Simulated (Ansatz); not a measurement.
# Ga4As3P: the band gap up the ladder of functionals

An exercise on one series of results from a longer session: the logs are not shown, and one member is left open.

Code: Ansatz 0.2.0. PAW datasets, plane waves. The cell comes from a prototype generator: it can be a known phase or a hypothetical one. Spin polarisation is off.

## The system as given

The cell was relaxed beforehand with r2SCAN.

It is orthorhombic, Amm2 (No. 38); conventional cell a = 3.970 Å, b = 7.938 Å, c = 11.216 Å, 22.09 Å³ an atom. Around P lie 4 Ga at 2.38–2.40 Å; around As lie 4 Ga at 2.43–2.46 Å; around As lie 4 Ga at 2.43–2.45 Å; around Ga lie 2 P at 2.40 Å and 2 As at 2.46 Å; around Ga lie 1 P at 2.38 Å and 3 As at 2.44–2.45 Å.

As a file:

```
P As Ga
1.0
     3.97033    0.00000    0.00000
     0.00000    3.96893    5.60824
     0.00000   -3.96893    5.60824
P As Ga
1 3 4
Direct
  0.00000 0.99996 0.99996
  0.50000 0.99975 0.50017
  0.50000 0.50017 0.99975
  0.00000 0.50019 0.50019
  0.50000 0.87948 0.87948
  0.00000 0.87781 0.36789
  0.00000 0.36789 0.87781
  0.50000 0.37475 0.37475
```

The first run:

Contents of input.yaml:

```yaml
crystal:
  lattice:
    - [3.9703331044, 0.0, 0.0]
    - [0.0, 3.9689306256, 5.6082376746]
    - [0.0, -3.9689306256, 5.6082376746]
  atoms:
    - { symbol: P, position: [0.0, -4.02676e-05, -4.02676e-05] }
    - { symbol: As, position: [0.5, -0.0002478565, 0.5001667184] }
    - { symbol: As, position: [0.5, 0.5001667184, -0.0002478565] }
    - { symbol: As, position: [0.0, 0.5001865662, 0.5001865662] }
    - { symbol: Ga, position: [0.5, 0.8794828451, 0.8794828451] }
    - { symbol: Ga, position: [0.0, 0.8778076202, 0.3678915179] }
    - { symbol: Ga, position: [0.0, 0.3678915179, 0.8778076202] }
    - { symbol: Ga, position: [0.5, 0.3747528564, 0.3747528564] }
kpoints:
  mp_grid: { grid: [6, 4, 4] }
  band_path:
    path:
      - [[0.0, 0.0, 0.0], [5.010358170335e-19, 0.5, 0.5], [5.899137658366e-19, 0.6247913874455, 0.3752086125545]]
      - [[2.672281520361e-19, 0.3752086125545, -0.3752086125545], [0.0, 0.0, 0.0], [0.5, 1.355093525212e-18, 6.434763384052e-19], [0.5, 0.3752086125545, -0.3752086125545]]
      - [[0.5, 0.6247913874455, 0.3752086125545], [0.5, 0.5, 0.5], [5.010358170335e-19, 0.5, 0.5]]
      - [[0.0, 0.0, 0.0], [4.285709589363e-19, 0.5, -8.686522512382e-19], [0.5, 0.5, -8.686522512382e-19], [0.5, 1.355093525212e-18, 6.434763384052e-19], [0.5, 0.5, 0.5]]
    npoints: 10
hamiltonian:
  xc: pbe
scf:
  occupations: { method: fermi_dirac, width: 0.02 }
  n_extra_bands: 6
output:
  forces: true
  stress: true
  eigenvalues: true
```

The run is started by

```console
$ ansatz run input.yaml --threads 4 --pin off --max-ram 6451MiB --backend cpu --events-out ev --progress --plain --runs-dir out
```

Steps of the session up to this table: PBE bands along the symmetry lines; Single point with r2SCAN; HSE06; PBE+SOC; Single point with PBE0.

One table of the session follows, with a row left open; its other results are not shown here.

| level | gap (eV) |
| --- | --- |
| PBE | 0.74 |
| r2SCAN | 1.23 |
| HSE06 | ? |
| PBE+SOC | 0.65 |
| PBE0 | 2.31 |

**Question.** Estimate the row for HSE06.

**Answer.** gap (eV): 1.66. In the column «gap (eV)» it lies between r2SCAN (1.23) and PBE0 (2.31).

Meshes: PBE 6×4×4, r2SCAN 6×4×4, HSE06 4×2×2, PBE+SOC 6×4×4, PBE0 4×2×2

What this shows: The gap runs from 0.65 eV (PBE+SOC) to 2.31 eV (PBE0). Against HSE06, PBE is short by 0.92 eV, at 44 % of it, and r2SCAN 74 %. PBE0 lies 0.65 eV above HSE06, which differs from it by screening the long-range exchange.

To keep in mind: Warnings in the runs' records: stress scf threshold loose, stress exchange threshold loose.
